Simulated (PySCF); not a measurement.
**A gas-phase reaction: CH5NOZn + H3P → H3OPZn + CH5N**

What reaction energy should one expect for `C[NH][Zn][OH]` + `P` → `[OH][Zn][PH2]` + `CN`?

Programs: PySCF 2.14.0. All values are calculated, for the isolated system unless a continuum is named. Atoms count from 0, parts from 1.

## 1. Starting point

Each species was relaxed by itself at PBE0-D3(BJ)/def2-SVPD.

## 2. Energies of the species: wB97M-D3(BJ)/def2-TZVPD

What the job is given:

```
{"job": {"kind": "react", "xc": "wB97M-D3(BJ)", "basis": "def2-TZVPD"}, "charge": 0, "multiplicity": 1}
-1 CH5NOZn charge 0 multiplicity 1
C      0.877360    -0.995560     0.750080
N      0.691070     0.302830     0.147270
Zn    -0.755010     0.843200    -0.780120
O     -2.135320     1.296450    -1.810830
H      0.058800    -1.673120     0.467050
H      0.893310    -0.965190     1.855500
H      1.812760    -1.483800     0.421830
H      1.442280     0.949740     0.342160
H     -2.885250     1.725420    -1.392930

-1 H3P charge 0 multiplicity 1
P     -0.011780     0.002700     0.566180
H     -0.484320     1.103070    -0.211700
H      1.194140    -0.115290    -0.189490
H     -0.699810    -0.959740    -0.233520

+1 H3OPZn charge 0 multiplicity 1
O      0.337580     2.037110     1.057940
Zn    -0.128810     0.576450     0.134820
P     -0.939920    -1.150080    -1.092290
H      1.169160     2.058770     1.536310
H     -0.788860    -2.069070    -0.005570
H      0.350840    -1.453170    -1.631200

+1 CH5N charge 0 multiplicity 1
C     -0.578910     0.033440    -0.014610
N      0.847950     0.042810    -0.268180
H     -0.982520     1.046580    -0.150730
H     -0.878870    -0.315150     0.992180
H     -1.078680    -0.609390    -0.752780
H      1.251470    -0.883480    -0.176150
H      1.340220     0.648500     0.379990
```

Method: wB97M-D3(BJ)/def2-TZVPD reaction energy of separated species, gas phase.

Started as:

```bash
> OMP_NUM_THREADS=1 python cluster_run.py task.json out
```

This one command runs all jobs of the session in turn.

**Question.** The jobs that follow are: PBE0-D3(BJ)/def2-TZVPD reaction energy of separated species, gas phase. Predict: reaction energy (wB97M-D3(BJ)/def2-TZVPD); ΔH, ΔG at 298 K (xTB thermal terms). Thermal terms come from harmonic xTB runs on each species.

The runs gave:

| quantity | value |
| --- | --- |
| reaction energy (wB97M-D3(BJ)/def2-TZVPD) | -13.26 kcal/mol |
| ΔH, ΔG at 298 K (xTB thermal terms) | -11.1, -12.1 kcal/mol |
| range of the reaction energy over the runs of this table | -14.79 to -13.26 kcal/mol |

What this shows: The reaction is exothermic by 11.1 kcal/mol in the gas phase; dispersion gives +0.14, and xTB itself gave -13.50 for the electronic energy (xTB energies and thermal terms come from the earlier relaxation of each species, not shown). No barrier was sought. The reaction energy runs from -14.79 (PBE0-D3(BJ)/def2-TZVPD) to -13.26 kcal/mol (wB97M-D3(BJ)/def2-TZVPD).
